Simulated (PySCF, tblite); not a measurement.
# C5H6F2OSi: geometry, infrared bands and NMR shifts

Aim: predict the infrared bands and NMR shifts of C5H6F2OSi (`C#C/C=C\CO[SiH](F)F`).

Programs: tblite 0.8.0 and PySCF 2.14.0, with density-fitted response routines of our own. Each step states its level of theory. These are calculated values for one molecule in the gas phase, unless marked as measured. Atoms are numbered from 0 throughout.

### 1 Starting geometry

15 atoms, charge 0, multiplicity 1; geometry from: force field or distance geometry start.

Bonds of the start (Å): C0–C1 1.22, C1–C2 1.45, C2–C3 1.33, C3–C4 1.49, C4–O5 1.38, O5–Si6 1.71, Si6–F7 1.67, Si6–F8 1.70, C0–H9 1.05, C2–H10 1.09, C3–H11 1.09, C4–H12 1.12, C4–H13 1.13, Si6–H14 1.48.

### 2 Optimising the geometry with GFN2-xTB

What the job is given:

```
{"job": {"kind": "relax", "xc": "GFN2-xTB", "basis": "xTB"}, "charge": 0, "multiplicity": 1}
C     -2.729800    -1.246800     0.245300
C     -2.361200    -0.115600    -0.014500
C     -1.909500     1.231200    -0.307300
C     -0.625500     1.458700    -0.563300
C      0.390000     0.368300    -0.520900
O      1.394300     0.566700     0.403400
Si     2.472900    -0.760700     0.293800
F      2.630900    -1.610600     1.722700
F      3.996800    -0.105900    -0.086700
H     -3.082200    -2.208200     0.476200
H     -2.658500     2.026700    -0.333200
H     -0.322100     2.480300    -0.781900
H     -0.074200    -0.612600    -0.234700
H      0.843400     0.215000    -1.548100
H      2.030300    -1.678600    -0.784000
```

On the command line:

```bash
> OMP_NUM_THREADS=1 python probes_run.py task.json out
```

The driver reads the jobs from task.json and runs them one after another.

Standard output:

```text
step      E/eV     max force
  0    -790.90029    3.470
  1    -791.26790    2.870
  2    -791.12562    6.575
  3    -791.50208    0.723
  4    -791.53393    0.489
  5    -791.57016    0.647
  6    -791.58697    0.623
  7    -791.64392    0.576
  8    -791.66589    0.461
  9    -791.69238    0.402
 10    -791.72074    0.534
 11    -791.75051    0.520
 12    -791.77237    0.369
 13    -791.78703    0.290
 14    -791.79985    0.258
 15    -791.81415    0.406
 16    -791.82884    0.415
 17    -791.84165    0.271
 18    -791.85147    0.219
 19    -791.85933    0.241
 20    -791.86789    0.266
 21    -791.87826    0.299
 22    -791.88881    0.227
 23    -791.89797    0.239
 24    -791.90520    0.233
 25    -791.91191    0.245
 26    -791.91945    0.214
 27    -791.92695    0.230
 28    -791.93307    0.266
 29    -791.93737    0.262
 30    -791.94189    0.237
 31    -791.94679    0.172
 32    -791.95450    0.153
 33    -791.95822    0.181
 34    -791.96561    0.157
 35    -791.96982    0.160
 36    -791.97276    0.144
 37    -791.97497    0.142
 38    -791.97743    0.150
 39    -791.98003    0.159
 40    -791.98200    0.097
 41    -791.98320    0.108
 42    -791.98407    0.086
 43    -791.98616    0.127
 44    -791.98838    0.141
 45    -791.99008    0.101
 46    -791.99151    0.113
 47    -791.99299    0.121
 48    -791.99470    0.113
 49    -791.99630    0.096
 50    -791.99754    0.100
 51    -791.99859    0.094
 52    -791.99987    0.087
 53    -792.00196    0.092
 54    -792.00346    0.086
 55    -792.00462    0.098
 56    -792.00568    0.085
 57    -792.00708    0.097
 58    -792.00897    0.124
 59    -792.01092    0.112
 60    -792.01249    0.108
 61    -792.01378    0.098
 62    -792.01504    0.087
 63    -792.01581    0.071
 64    -792.01665    0.064
 65    -792.01742    0.067
 66    -792.01788    0.056
 67    -792.01811    0.041
 68    -792.01828    0.032
 69    -792.01848    0.044
 70    -792.01871    0.046
 71    -792.01889    0.040
 72    -792.01910    0.033
 73    -792.01932    0.036
 74    -792.01953    0.048
 75    -792.01975    0.055
 76    -792.01999    0.041
 77    -792.02026    0.037
 78    -792.02055    0.072
 79    -792.02085    0.068
 80    -792.02115    0.062
 81    -792.02141    0.042
 82    -792.02165    0.036
 83    -792.02189    0.047
 84    -792.02211    0.049
 85    -792.02227    0.025
 86    -792.02236    0.030
 87    -792.02244    0.029
 88    -792.02253    0.038
 89    -792.02265    0.027
 90    -792.02277    0.028
 91    -792.02286    0.041
 92    -792.02295    0.030
 93    -792.02304    0.035
 94    -792.02311    0.023
 95    -792.02317    0.022
 96    -792.02324    0.029
 97    -792.02333    0.040
 98    -792.02352    0.053
 99    -792.02390    0.060
100    -792.02460    0.070
101    -792.02554    0.095
102    -792.02669    0.100
103    -792.02817    0.113
104    -792.02965    0.160
105    -792.02935    0.284
106    -792.03185    0.247
107    -792.03412    0.123
108    -792.03649    0.116
109    -792.03751    0.170
110    -792.03866    0.109
111    -792.03954    0.137
112    -792.04075    0.121
113    -792.04228    0.171
114    -792.04448    0.132
115    -792.04611    0.142
116    -792.04797    0.143
117    -792.05118    0.210
118    -792.05296    0.220
119    -792.05537    0.173
120    -792.05726    0.114
121    -792.05865    0.123
122    -792.06008    0.124
123    -792.06199    0.155
124    -792.06404    0.160
125    -792.06604    0.125
126    -792.06678    0.228
127    -792.06871    0.094
128    -792.06945    0.126
129    -792.07028    0.053
130    -792.07058    0.092
131    -792.07096    0.062
132    -792.07123    0.039
133    -792.07160    0.040
134    -792.07180    0.042
135    -792.07196    0.042
136    -792.07211    0.033
137    -792.07223    0.029
138    -792.07230    0.027
139    -792.07237    0.022
140    -792.07245    0.020
141    -792.07257    0.026
142    -792.07273    0.034
143    -792.07293    0.058
144    -792.07314    0.085
145    -792.07344    0.085
146    -792.07377    0.108
147    -792.07434    0.055
148    -792.07468    0.045
149    -792.07479    0.033
150    -792.07485    0.036
151    -792.07494    0.026
152    -792.07505    0.032
153    -792.07515    0.028
154    -792.07520    0.026
155    -792.07524    0.017
156    -792.07528    0.022
157    -792.07532    0.036
158    -792.07538    0.017
159    -792.07542    0.011
160    -792.07544    0.008
```

Run time: 0.74 s. Hardware: 1 thread of AMD EPYC 9R45, shared host.

Step by step: (not every step is listed) (the energy doesn't fall at every step)

```csv
step,energy from step 0 (eV),largest force (eV/Å)
0,0.0000,3.4702
1,-0.3676,2.8696
2,-0.2253,6.5745
3,-0.6018,0.7233
4,-0.6336,0.4890
5,-0.6699,0.6470
6,-0.6867,0.6230
7,-0.7436,0.5758
8,-0.7656,0.4608
22,-0.9885,0.2270
36,-1.0725,0.1437
50,-1.0972,0.0997
64,-1.1164,0.0639
78,-1.1203,0.0718
92,-1.1227,0.0298
106,-1.1316,0.2472
120,-1.1570,0.1135
134,-1.1715,0.0418
148,-1.1744,0.0452
155,-1.1749,0.0172
156,-1.1750,0.0224
157,-1.1750,0.0360
158,-1.1751,0.0167
159,-1.1751,0.0108
160,-1.1751,0.0075
```

Close pairs (by a distance rule), those that changed most:

```csv
bond,before (Å),after (Å),change (Å)
O5–Si6,1.714,1.595,-0.119
Si6–F8,1.702,1.587,-0.115
Si6–F7,1.670,1.599,-0.071
Si6–H14,1.483,1.438,-0.045
C1–C2,1.450,1.410,-0.040
C4–H13,1.133,1.097,-0.037
C4–O5,1.379,1.410,+0.030
C4–H12,1.122,1.096,-0.027
```

The final coordinates are the input of the step that follows.

### 3 Harmonic vibrations with GFN2-xTB

What the job is given:

```
{"job": {"kind": "ir", "xc": "GFN2-xTB", "basis": "xTB"}, "charge": 0, "multiplicity": 1}
C     -2.855769    -1.329586     0.068862
C     -2.216197    -0.319238     0.185315
C     -1.480444     0.872186     0.352156
C     -0.370445     1.169259    -0.320750
C      0.268602     0.268880    -1.327728
O      1.602387    -0.038077    -0.990192
Si     2.287858    -0.500707     0.373597
F      2.271030     0.663424     1.469481
F      3.814866    -0.625110    -0.040539
H     -3.418849    -2.209046    -0.032111
H     -1.886285     1.564991     1.078134
H      0.155291     2.092139    -0.126585
H     -0.301355    -0.662055    -1.422622
H      0.311811     0.763134    -2.305793
H      1.813085    -1.702205     1.005554
```

Standard output:

```text
mode    cm-1     km/mol
  1       8.9      0.56
  2      22.5      1.90
  3      65.4      0.72
  4     118.0      0.81
  5     164.2      1.49
  6     182.6      0.84
  7     216.9     21.91
  8     245.9      2.68
  9     305.3     64.77
 10     321.4     23.46
 11     373.6      6.88
 12     518.6     10.33
 13     579.1      5.65
 14     640.0     58.62
 15     651.2     52.64
 16     686.4     63.83
 17     690.4     62.88
 18     754.0     77.29
 19     799.8     30.81
 20     874.0    173.46
 21     905.5     54.83
 22     908.5    223.53
 23     957.3     17.83
 24     978.4      4.49
 25    1074.4      6.79
 26    1168.1    295.20
 27    1192.2     43.83
 28    1227.8     19.33
 29    1302.1     12.30
 30    1344.5      0.87
 31    1456.1      3.38
 32    1674.5      1.09
 33    2250.8      1.00
 34    2481.4    148.65
 35    2914.4     21.81
 36    2930.2     28.41
 37    3050.7     14.72
 38    3093.9     18.14
 39    3395.0      6.88
```

It took 0.33 s on 1 thread of AMD EPYC 9R45, shared host.

The strongest bands and the atoms that carry them (share of the mass-weighted mode):

```csv
cm⁻¹,km/mol,atoms
305,64.8,"Si6 26 %, F7 15 %, C1 15 %, F8 13 %"
686,63.8,"H14 60 %, H9 19 %"
690,62.9,"H9 37 %, H14 31 %"
754,77.3,"Si6 19 %, F7 17 %, C4 15 %, O5 13 %"
874,173.5,"Si6 41 %, F7 27 %, C4 15 %"
908,223.5,"Si6 38 %, F8 36 %"
1168,295.2,"O5 46 %, C4 29 %"
2481,148.7,H14 97 %
```

### 4 Nuclear shieldings: PBE0/pcSseg-1

The job, as its differences from that of step 3:

```diff
@@ -1,2 +1,2 @@
-{"job": {"kind": "ir", "xc": "GFN2-xTB", "basis": "xTB"}, "charge": 0, "multiplicity": 1}
+{"job": {"kind": "nmr", "xc": "PBE0", "basis": "pcSseg-1"}, "charge": 0, "multiplicity": 1}
 C     -2.855769    -1.329586     0.068862
```

Level: GIAO PBE0/pcSseg-1 NMR shielding, non-relativistic, gas phase.

Standard output:

```text
coarse grid: 14032 points
cycle   1  E = -757.6993124444  dE =  1.310e+00  |g| = 9.427e-01  |ddm| = 3.787e+00
cycle   2  E = -757.5635034418  dE =  1.358e-01  |g| = 1.337e+00  |ddm| = 1.521e+00
cycle   3  E = -757.8483701231  dE = -2.849e-01  |g| = 1.025e-01  |ddm| = 9.043e-01
cycle   4  E = -757.8501117977  dE = -1.742e-03  |g| = 5.269e-02  |ddm| = 1.225e-01
cycle   5  E = -757.8505696460  dE = -4.578e-04  |g| = 2.276e-02  |ddm| = 4.583e-02
cycle   6  E = -757.8506761572  dE = -1.065e-04  |g| = 7.209e-03  |ddm| = 1.899e-02
cycle   7  E = -757.8506875905  dE = -1.143e-05  |g| = 1.999e-03  |ddm| = 5.526e-03
cycle   8  E = -757.8506883980  dE = -8.075e-07  |g| = 1.688e-04  |ddm| = 1.428e-03
final grid: 134616 points
cycle   9  E = -757.9277536970  dE = -3.504e-05  |g| = 9.649e-03  |ddm| = 4.274e-02
cycle  10  E = -757.9277361642  dE =  1.753e-05  |g| = 1.397e-02  |ddm| = 1.512e-02
cycle  11  E = -757.9277711038  dE = -3.494e-05  |g| = 1.566e-03  |ddm| = 9.157e-03
cycle  12  E = -757.9277716105  dE = -5.067e-07  |g| = 4.413e-04  |ddm| = 1.336e-03
cycle  13  E = -757.9277716468  dE = -3.624e-08  |g| = 2.169e-04  |ddm| = 4.224e-04
cycle  14  E = -757.9277716585  dE = -1.173e-08  |g| = 3.307e-05  |ddm| = 1.643e-04
cycle  15  E = -757.9277716587  dE = -1.899e-10  |g| = 1.179e-05  |ddm| = 2.929e-05
converged SCF energy = -757.9277716587

GIAO shielding tensors (ppm)
atom      isotropic    diamagn.    paramagn.     s11        s22        s33       span
  0 C       90.148     258.345    -168.197     31.196     45.527    193.721    162.525
  1 C      104.224     256.635    -152.411      3.689      9.642    299.342    295.653
  2 C       68.112     255.958    -187.846    -33.051     79.562    157.824    190.875
  3 C       34.446     259.739    -225.293    -94.469     40.086    157.722    252.192
  4 C      121.256     244.713    -123.457     97.065    108.397    158.307     61.242
  5 O      266.023     394.421    -128.397    211.062    278.722    308.287     97.225
  6 Si     410.491     878.392    -467.901    391.885    400.985    438.604     46.719
  7 F      307.122     471.141    -164.019    252.617    280.459    388.289    135.672
  8 F      321.830     466.101    -144.271    269.489    299.265    396.738    127.249
  9 H       28.596      34.064      -5.469     24.748     25.309     35.730     10.983
 10 H       25.795      29.175      -3.379     22.424     26.832     28.130      5.706
 11 H       24.975      32.496      -7.521     21.499     25.483     27.943      6.444
 12 H       26.210      30.990      -4.779     22.077     24.640     31.915      9.838
 13 H       27.009      27.962      -0.953     22.362     26.482     32.183      9.821
 14 H       27.309      30.513      -3.205     23.575     25.047     33.303      9.728
```

Wall time 17 s (1 thread of AMD EPYC 9R45, shared host); peak memory 0.89 GiB.

Shifts follow as δ = σ(reference) − σ, with reference shieldings (ppm) from runs at the same level and on the same kind of geometry: ¹H TMS 31.72, ¹³C TMS 186.9, ²⁹Si TMS 349.2, ¹⁹F CFCl3 170.9, ¹⁷O H2O 336.1. The references are single molecules in the gas phase, so shifts against H2O, NH3, PH3, H3PO4 or CFCl3 are not on the usual liquid scales and can be off by tens of ppm. Atoms listed in one row are averaged.

```csv
atoms,environment,σ (ppm),δ (ppm),δ scaled to CDCl3
C3,alkene CH,34.4,152.5,146.9
C2,alkene CH,68.1,118.8,114.0
C0,terminal alkyne carbon,90.1,96.8,92.5
C1,alkyne carbon,104.2,82.7,78.8
C4,allylic sp3 CH2 bonded to O,121.3,65.7,62.2
H11,hydrogen on an alkene CH,24.97,6.74,6.46
H10,hydrogen on an alkene CH,25.80,5.92,5.69
"H12, H13",hydrogen on an allylic sp3 CH2 bonded to O,26.61,5.11,4.92
H14,"hydrogen on a silicon bonded to 2 F, O",27.31,4.41,–
H9,hydrogen on a terminal alkyne carbon,28.60,3.12,3.05
O5,"oxygen bonded to C, Si",266.0,70.1,–
Si6,"silicon bonded to 2 F, O, H",410.5,-61.3,–
"F7, F8",fluorine bonded to Si,314.5,-143.5,–
```

The scaled column applies a straight-line fit of computed shieldings to shifts measured in CDCl3, and one for carbons that bear F (root-mean-square error 0.16 ppm for H, 1.9 ppm for C).

The run also stored atomic charges by several schemes (e):

```csv
atoms,Mulliken,IAO,Hirshfeld,ESP fit
C0,-0.32,-0.23,-0.10,-0.52
C1,0.24,-0.03,-0.04,0.24
C2,-0.12,-0.16,-0.03,-0.38
C3,-0.25,-0.14,-0.03,-0.13
C4,0.20,-0.05,0.02,0.20
O5,-0.62,-0.64,-0.22,-0.49
Si6,1.28,1.63,0.55,1.02
"F7, F8",-0.41,-0.53,-0.20,-0.33
```

Mayer bond orders: C0–C1 2.40, C1–C2 1.09, C2–C3 1.83, C3–C4 1.06, C4–O5 0.83, O5–Si6 1.05, Si6–F7 0.94, Si6–F8 0.97.

### 5 Summary of results

| quantity | value |
| --- | --- |
| strongest single infrared mode (GFN2-xTB) | 1168 cm⁻¹, 295 km/mol |
| zero-point energy (GFN2-xTB) | 60.8 kcal/mol |
| ¹³C shifts against TMS (PBE0/pcSseg-1) | 152.5, 118.8, 96.8, 82.7, 65.7 ppm |
| ¹H shifts against TMS (PBE0/pcSseg-1, means over atoms taken as alike) | 6.74, 5.92, 5.11, 4.41, 3.12 ppm |
| ¹⁷O shifts against H2O (PBE0/pcSseg-1) | 70.1 ppm |
| ²⁹Si shifts against TMS (PBE0/pcSseg-1) | -61.3 ppm |
| ¹⁹F shifts against CFCl3 (PBE0/pcSseg-1, means over atoms taken as alike) | -143.5 ppm |

What this shows: Over 160 steps the energy fell by 1.175 eV; of the close pairs, O5–Si6 changed most, 1.714 to 1.595 Å. All 39 modes are real, so the xTB geometry is a minimum. The strongest single mode, at 1168 cm⁻¹, moves mainly O5 and C4. Unscaled tight-binding wavenumbers are off by several per cent, some by more. Its intensities can rank the bands wrongly. At PBE0/pcSseg-1: The largest span, 296 ppm, is at C1, where the paramagnetic term is -152 ppm.
